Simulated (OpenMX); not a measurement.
The system is BiTe.

```
Bi Te
1.0
     2.42271    1.39875    3.31729
    -2.42271    1.39875    3.31729
     0.00000   -2.79750    3.31729
Bi Te
1 1
Direct
  0.50000 0.50000 0.50000
  0.00000 0.00000 0.00000
```

The cell comes from a database or a generator and needn't be the stable form of this composition.

Base run:

| Property | Result |
| --- | --- |
| Program | OpenMX 3.8.5 |
| Functional | PBE |
| Dispersion | D4 |
| Potentials or basis | OpenMX 2013 PBE set, Bi8.0-s3p2d2f1, Te7.0-s3p2d2f1, grid cutoff 500 Ry |
| k mesh | 5 × 5 × 5 |
| Occupations | fermi-dirac, width 0.05 eV |
| Spin | no spin polarisation |

Its results: band gap on the k mesh none (metal or under the smearing width); pressure -0.8 GPa.

Task: The run is repeated on the same cell with these changes: dispersion from D4 to none. What comes out?

Result: Band gap on the k mesh none (metal or under the smearing width); pressure 1.4 GPa.

Dispersion adds attraction, which lowers the pressure at fixed volume and, as a term added to the energy, leaves the levels alone.

Caveats: spin-orbit coupling is left out, which moves the levels of the heavy elements; the basis of atomic orbitals isn't converged, which shifts pressures, moduli and gaps; pairwise dispersion overbinds metals, which lowers pressure and volume (some runs).
